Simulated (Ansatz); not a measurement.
**ZrSi3 (AuCu3 type): equation of state**

An exercise on one series of results from a longer session: the logs are not shown, and one member is left open.

Method: DFT PBE, scalar-relativistic, plane waves, PAW, in Ansatz 0.2.0.

1 further run of the same task is left out (it didn't finish).

## The structure to begin with

It takes space group Pm-3m (No. 221, cubic). Conventional cell: a = 3.990 Å, b = 3.990 Å, c = 3.990 Å, α = 90.00°, β = 90.00°, γ = 90.00°. Zr (site symmetry m-3m) has 12 Si at 2.82 Å as nearest neighbours. Si (site symmetry 4/mmm) is surrounded by 4 Zr at 2.82 Å and 8 Si at 2.82 Å.

As a file:

```
Zr Si
1.0
     3.98994    0.00000    0.00000
     0.00000    3.98994    0.00000
     0.00000    0.00000    3.98994
Zr Si
1 3
Direct
  0.00000 0.00000 0.00000
  0.00000 0.50000 0.50000
  0.50000 0.50000 0.00000
  0.50000 0.00000 0.50000
```

This cell comes from an earlier session at PBE: 15.880 Å³/atom at 0.00 GPa, on a 8×8×8 mesh.

Volume factors to run: 0.980, 1.020, 0.960, 1.040, 1.070, 1.100, 0.945.

The first run:

input.yaml reads:

```yaml
crystal:
  lattice:
    - [3.9631644248, 0.0, 0.0]
    - [0.0, 3.9631644248, 0.0]
    - [0.0, 0.0, 3.9631644248]
  atoms:
    - { symbol: Zr, position: [0.0, 0.0, 0.0] }
    - { symbol: Si, position: [0.0, 0.5, 0.5] }
    - { symbol: Si, position: [0.5, 0.5, 0.0] }
    - { symbol: Si, position: [0.5, 0.0, 0.5] }
basis:
  ecutwfc: 420
  ecutrho_ratio: 4
kpoints:
  mp_grid: { grid: [8, 8, 8] }
hamiltonian:
  xc: pbe
scf:
  occupations: { method: gaussian, width: 0.05 }
output:
  forces: true
  stress: true
  eigenvalues: true
```

Run with:

```console
$ ansatz run input.yaml --threads 2 --pin off --max-ram 2662MiB --backend cpu --events-out ev --progress --plain --runs-dir out
```

Among the steps run: Scaling the volume by 0.980; Volume × 1.020; Scaling the volume by 0.960; Scaling the volume by 1.040; Volume × 1.070; Scaling the volume by 1.100; Scaling the volume by 0.945.

One of the session's tables, all rows but one given; the rest of the session is left out.

It belongs to the step «Energy and pressure against volume». 

```
volume (Å³/atom)  energy (meV/atom)  pressure (GPa)
          15.006              19.03            7.30
          15.244                  ?               ?
          15.562               2.36            2.43
          15.880               0.00            0.00
          16.197               2.22           -2.18
          16.515               8.54           -4.13
          16.991              24.71           -6.68
          17.468              47.83           -8.86
```

Estimate the missing values for volume (Å³/atom) = 15.244.

Worked estimate for «energy (meV/atom)». A straight line through the neighbours (15.006, 19.03) and (15.562, 2.36) gives 19.03 + (2.36 − 19.03) × (15.244 − 15.006) / (15.562 − 15.006) = 11.89; a parabola fitted to 3 rows on both sides gives 9.94.

The run gave: energy (meV/atom): 9.81; pressure (GPa): 5.11. In «energy (meV/atom)» the line misses by +2.08 and the parabola by +0.13.
